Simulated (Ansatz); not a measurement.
# Al2O3: the cost of one run

Program: Ansatz 0.2.0. Level of theory: DFT LDA, scalar-relativistic, plane waves, PAW. These are calculated values, not measurements.

2 further runs of the same task are left out: 2 set aside as unsound or not needed.

**1. The system as given**

It takes space group P-6m2 (No. 187, hexagonal). Conventional cell: a = 2.838 Å, b = 2.838 Å, c = 9.340 Å, α = 90.00°, β = 90.00°, γ = 120.00°. Al (site symmetry 3m) has 6 O at 1.77 to 2.14 Å in its first shell of neighbours. O (site symmetry 3m) has 3 Al at 1.77 Å in its first shell of neighbours. O (site symmetry -6m2) is surrounded by 6 Al at 2.14 Å.

As a file:

```cif
data_structure
_symmetry_space_group_name_H-M 'P-6m2'
_symmetry_Int_Tables_number 187
_cell_length_a 2.8381
_cell_length_b 2.8381
_cell_length_c 9.3399
_cell_angle_alpha 90.000
_cell_angle_beta 90.000
_cell_angle_gamma 120.000
_cell_volume 65.15
loop_
_atom_site_label
_atom_site_type_symbol
_atom_site_symmetry_multiplicity
_atom_site_Wyckoff_symbol
_atom_site_fract_x
_atom_site_fract_y
_atom_site_fract_z
_atom_site_occupancy
Al1 Al 2 g 0.00000 0.00000 0.14696 1
O1 O 2 h 0.33333 0.66667 0.21842 1
O2 O 1 e 0.66667 0.33333 0.00000 1
```

It goes back to an entry of the Materials Project, which need not be the stable form.

It is built from the cell relaxed beforehand with the same method (13.03 Å³/atom).

**2. The reference: the undisturbed cell on the scan's mesh**

input.yaml

```yaml
crystal:
  lattice:
    - [-2.83810786, 0.0, 0.0]
    - [0.0, 4.9157470108, 0.0]
    - [1.41905393, -2.4578735054, -9.3399493125]
  atoms:
    - { symbol: Al, position: [0.4265193591, 0.4265193591, 0.8530387182] }
    - { symbol: Al, position: [0.9265193591, 0.9265193591, 0.8530387182] }
    - { symbol: Al, position: [0.0734806409, 0.0734806409, 0.1469612818] }
    - { symbol: Al, position: [0.5734806409, 0.5734806409, 0.1469612818] }
    - { symbol: O, position: [0.8907886161, 0.2241219495, 0.7815772322] }
    - { symbol: O, position: [0.3907886161, 0.7241219495, 0.7815772322] }
    - { symbol: O, position: [0.5, 0.1666666667, 0.0] }
    - { symbol: O, position: [1.0, 0.6666666667, 0.0] }
    - { symbol: O, position: [0.6092113839, 0.9425447172, 0.2184227678] }
    - { symbol: O, position: [0.1092113839, 0.4425447172, 0.2184227678] }
basis:
  ecutwfc: 420
kpoints:
  mp_grid: { grid: [8, 8, 8] }
hamiltonian:
  xc: lda
scf:
  occupations: { method: gaussian, width: 0.05 }
output:
  forces: true
  stress: true
  eigenvalues: true
  write_density: true
  write_potential: true
  elf: true
  volumetric_format: npy
```

The run is started by

```sh
$ ansatz run input.yaml --threads 2 --pin off --max-ram 5120MiB --backend cpu --events-out ev --progress --plain --runs-dir out
```

**Question.** How long does this run take on 2 threads of Arm Neoverse V1, shared host, and how much memory does it need?

About 29 s, with a peak of 0.55 GiB.
